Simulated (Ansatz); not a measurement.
# InSb: the cost of one run

Computed with Ansatz 0.2.0 (reference: DFT, HSE06, plane waves, PAW, unless a step's input says otherwise).

1 further run of the same task is left out (it didn't finish).

### Step 1. The structure to begin with

It takes space group F-43m (No. 216, cubic). Conventional cell: a = 6.559 Å, b = 6.559 Å, c = 6.559 Å, α = 90.00°, β = 90.00°, γ = 90.00°. In (site symmetry -43m) has 4 Sb at 2.84 Å as nearest neighbours. Around Sb (site symmetry -43m) lie 4 In at 2.84 Å.

Coordinates:

```cif
data_structure
_symmetry_space_group_name_H-M 'P 1'
_symmetry_Int_Tables_number 1
_cell_length_a 4.6379
_cell_length_b 4.6379
_cell_length_c 4.6379
_cell_angle_alpha 60.000
_cell_angle_beta 60.000
_cell_angle_gamma 60.000
_cell_volume 70.54
loop_
_atom_site_label
_atom_site_type_symbol
_atom_site_fract_x
_atom_site_fract_y
_atom_site_fract_z
_atom_site_occupancy
In1 In 0.00000 0.00000 0.00000 1
Sb1 Sb 0.25000 0.25000 0.25000 1
```

### Step 2. Baseline

The input, input.yaml:

```yaml
crystal:
  lattice:
    - [0.0, 3.2795130145, 3.2795130145]
    - [3.2795130145, 0.0, 3.2795130145]
    - [3.2795130145, 3.2795130145, 0.0]
  atoms:
    - { symbol: In, position: [0.0, 0.0, 0.0] }
    - { symbol: Sb, position: [0.25, 0.25, 0.25] }
kpoints:
  mp_grid: { grid: [4, 4, 4] }
hamiltonian:
  xc: hse06
scf:
  occupations: { method: fermi_dirac, width: 0.02 }
  n_extra_bands: 4
output:
  forces: true
  stress: true
  eigenvalues: true
  write_density: true
  write_potential: true
  elf: true
  volumetric_format: npy
```

Command:

```sh
$ ansatz run input.yaml --threads 4 --pin off --max-ram 3686MiB --backend cpu --events-out ev --progress --plain --runs-dir out
```

Q: Estimate wall time and peak memory on 4 threads of Arm Neoverse V2, shared host.

About 6.7 s, with a peak of 0.92 GiB.
